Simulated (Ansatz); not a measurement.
Task: cell relaxations under several functionals of Al2Zn, space group P-3m1, with the Python package of Ansatz (0.2.0). Give the script and its output. Use (first run): LDA, PAW, the default cutoff (420 eV here), 7×7×3 k-points, Fermi-Dirac smearing of 0.01 eV.

```
CELL_PARAMETERS angstrom
2.80131 0.00000 0.00000
-1.40066 2.42601 0.00000
0.00000 0.00000 6.82194
ATOMIC_POSITIONS crystal
Al 0.33333 0.66667 0.33151
Al 0.66667 0.33333 0.66849
Zn 0.00000 0.00000 0.00000
```

The script, `al2zn_lattice.py`:
```python
import ansatz as az
import numpy as np

def edges_and_angles(cell):
    cell = np.asarray(cell)
    a, b, c = np.linalg.norm(cell, axis=1)
    cosines = cell[1] @ cell[2] / (b * c), cell[0] @ cell[2] / (a * c), cell[0] @ cell[1] / (a * b)
    return (a, b, c, *np.degrees(np.arccos(cosines)))

lattice = az.Lattice.of(
    (2.80131, 0.0, 0.0),
    (-1.40066, 2.42601, 0.0),
    (0.0, 0.0, 6.82194),
)
sites = [
    ("Al", (1 / 3, 2 / 3, 0.33151)),
    ("Al", (2 / 3, 1 / 3, 0.66849)),
    ("Zn", (0.0, 0.0, 0.0)),
]
xtal = az.Crystal(lattice=lattice)
for symbol, position in sites:
    xtal = xtal.atom(symbol, position)

calculation = (
    xtal.calculation()
    .kpoints(7, 7, 3)
    .occupations("fermi_dirac", width=0.01)
    .mixing("msr1", ndim=4, beta=0.2)
    .eigensolver("auto")
    .scf(max_iterations=150)
    .relax(cell=True, density_extrapolation="second_order")
)

levels = [("lda", "none"), ("blyp", "d3bj"), ("pbesol", "d3bj")]
print("level            a       b       c    alpha   beta  gamma  V/atom  steps")
for name, dispersion in levels:
    seen = []
    run = calculation.functional(name, dispersion=dispersion).session().plan()
    result = run.execute(on_event=lambda e: seen.append(e) if e["event"] == "relax_step" else None)
    cell = result.lattice.cell_ang
    label = name if dispersion == "none" else f"{name}+{dispersion}"
    print("{:13s} {:7.4f} {:7.4f} {:7.4f} {:6.2f} {:6.2f} {:6.2f}".format(label, *edges_and_angles(cell)), f"{abs(np.linalg.det(cell)) / len(result.lattice.sites):7.3f} {len(seen):5d}")
```

Running `python al2zn_lattice.py` prints:
```text
level            a       b       c    alpha   beta  gamma  V/atom  steps
DeckWarning: basis.ecutwfc = 420 eV, auto-derived from the records' recommended cutoffs: set by Al (normal level)
lda            2.7617  2.7617  6.8908  90.00  90.00 120.00  15.171     9
blyp+d3bj      2.7603  2.7603  6.9202  90.00  90.00 120.00  15.221     7
pbesol+d3bj    2.7525  2.7525  6.8272  90.00  90.00 120.00  14.932     6
```
(Warnings from the package without file and line.)

From smallest to largest: PBEsol+D3BJ (14.93 Å³ an atom, -3.4 % against the start), LDA (15.17 Å³ an atom, -1.8 % against the start) and BLYP+D3BJ (15.22 Å³ an atom, -1.5 % against the start). The spread is 1.9 % in volume.

Reading the output:
- The settings weren't tested for convergence.
- BLYP and dispersion corrections can be off by several per cent in the lattices of metals, and by several GPa in the pressure at a fixed cell.
- The mesh is modest for a metal, so energies can be off by several to tens of meV an atom and pressures by half a GPa or more; differences at equal mesh fare better.
- This cell is a computed structure, which may not be the phase found in nature.
- Finished in 18 s on 1 thread of Arm Neoverse V2, on a shared host, peak memory 0.39 GiB.
